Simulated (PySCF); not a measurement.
**A diatomic session: TiSi+**

One table from this session's results is given with a row withheld; the runs are named, their logs left out.

Program: PySCF 2.14.0. Level of theory: Ti def2-TZVPPD, Si def2-TZVPPD, no relativity. These are calculated values, not measurements.

The first run:

The job is set up so:

```
atoms                         : Ti, Si
charge                        : 1
basis                         : Ti def2-TZVPPD, Si def2-TZVPPD
Hamiltonian                   : no relativity
basis functions               : 115
electrons treated             : 35
masses in u                   : 47.9479, 27.9769
levels                        : PBE0, PBE, r²SCAN, r²SCAN0, BP86, MN15, TPSSh, B97-3, LC-ωPBE, HF, MP2, SCS-MP2, CCSD, CCSD(T)
grid                          : 80 radial by 434 angular points
occupations                   : held fixed by the projection of orbital angular momentum
dissociation limit            : Ti+ + Si, each in its ground configuration
starting distance in angstrom : 2.480
values of 2S to try           : 1, 3, 5, 7
```

The run is started by

```sh
$ OMP_NUM_THREADS=2 python dia.py task.json out
```

Among the steps run: The job; First curve: PBE0; Excited determinants; PBE; r²SCAN (meta-GGA); r²SCAN0 (hybrid meta-GGA); BP86 (GGA); MN15 (hybrid meta-GGA); TPSSh; B97-3; LC-ωPBE; UHF; Correlated methods on the Hartree–Fock reference.

One of the session's tables, all rows but one given; the rest of the session is left out.

Energy (eV) from each level's lowest point:

```
R (Å)    UHF  UHF-MP2  UHF-SCS-MP2  UHF-CCSD  UHF-CCSD(T)
2.087  1.087    0.580        0.725       n/a          n/a
2.184  0.575    0.227        0.322     0.328        0.340
2.281  0.253    0.049        0.099     0.099        0.107
2.354  0.108    0.000        0.020     0.019        0.024
2.427  0.028    0.006        0.000     0.000        0.000
2.500  0.000    0.054        0.025     0.027        0.022
2.597  0.023    0.166        0.109     0.118        0.105
2.718      ?        ?            ?         ?            ?
2.864  0.268    0.640        0.507     0.550        0.524
3.058  0.455    1.014        0.810       n/a          n/a
```

Q: Estimate the row for R (Å) = 2.718 from the others.

Worked estimate for «UHF». A straight line through the neighbours (2.597, 0.023) and (2.864, 0.268) gives 0.023 + (0.268 − 0.023) × (2.718 − 2.597) / (2.864 − 2.597) = 0.134; a parabola fitted to 4 rows on both sides gives 0.129.

The run gave: UHF: 0.115; UHF-MP2: 0.360; UHF-SCS-MP2: 0.271; UHF-CCSD: 0.291; UHF-CCSD(T): 0.268. In «UHF» the line misses by +0.019 and the parabola by +0.014.

Limits of these values: Lowest PBE0 solution found, without spin–orbit coupling: ⁶Δ (sextet), unpaired electrons σ ↑↑, π ↑↑, δ ↑. The state is the lowest single determinant that the PBE0 search found; with open d or f shells the true ground state can be another one.
